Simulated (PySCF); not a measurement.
# Solver options tried on KLi⁻

Aim: find out which solver settings change the answer for KLi⁻.

Method: method and basis as typed in the scripts; program: PySCF 2.14.0.

2 further runs of the same task are left out: 2 that didn't finish.

## Step 1: Where the work starts

KLi⁻: 2 atoms, charge -1, spin multiplicity 2.

Bond lengths: K1–Li2 2.997 Å.

## Step 2: Base script

input.py

```python
from pyscf import gto, dft

mol = gto.M(
    atom='K 0 0 0; Li 0 0 2.997',
    basis='def2-tzvp',
    charge=-1,
    spin=1,
    verbose=3,
)
mf = dft.UKS(mol, xc='camb3lyp')
mf = mf.density_fit(auxbasis='def2-universal-jkfit')
mf.kernel()
mf.stability(internal=True, external=True)
mf.dip_moment()
print('orbital energies (hartree):', [e[max(0, n-3):n+3].round(4) for e, n in zip(mf.mo_energy, mol.nelec)])
```

Run with:

```bash
$ OMP_NUM_THREADS=1 python input.py
```

Its log is not repeated here.

Base result: E(SCF) = -607.430000 Eh, ⟨S²⟩ = 0.803, internal stable; real -> complex stable; UHF/UKS -> GHF/GKS unstable.

The bond length is a typed value, not an optimised one. The dipole of an ion depends on the origin.

## Step 3: Second-order solver on

Run 1 changes second-order solver: off → on.

input.py

```python
from pyscf import gto, dft

mol = gto.M(
    atom='K 0 0 0; Li 0 0 2.997',
    basis='def2-tzvp',
    charge=-1,
    spin=1,
    verbose=3,
)
mf = dft.UKS(mol, xc='camb3lyp')
mf = mf.density_fit(auxbasis='def2-universal-jkfit')
mf = mf.newton()
mf.kernel()
mf.stability(internal=True, external=True)
mf.dip_moment()
print('orbital energies (hartree):', [e[max(0, n-3):n+3].round(4) for e, n in zip(mf.mo_energy, mol.nelec)])
```

Run with:

```bash
$ OMP_NUM_THREADS=1 python input.py
```

## Step 4: Damping 0.8

Run 2 changes damping: none → 0.8.

Edit input.py of step 2 so:

```diff
@@ -11,2 +11,4 @@
 mf = mf.density_fit(auxbasis='def2-universal-jkfit')
+mf.damp = 0.8
+mf.diis_start_cycle = 8
 mf.kernel()
```

Before running it: what results should come out? Wanted: for each run, E(SCF); from base; gap, α spin; after the SCF.

As calculated:

```
                   run  E(SCF) (hartree)  from base (eV)  gap, α spin (eV)                 after the SCF
                  base       -607.430000               0              3.34  unstable: UHF/UKS -> GHF/GKS
second-order solver on       -607.430000          0.0000              3.34  unstable: UHF/UKS -> GHF/GKS
           damping 0.8       -607.430000          0.0000              3.34  unstable: UHF/UKS -> GHF/GKS
```

The highest filled level of this anion is positive: the basis lacks diffuse functions or the electron is not bound, so these numbers hang on the basis. The SCF energy stays the same, to the digits that matter, with second-order solver on or damping 0.8.
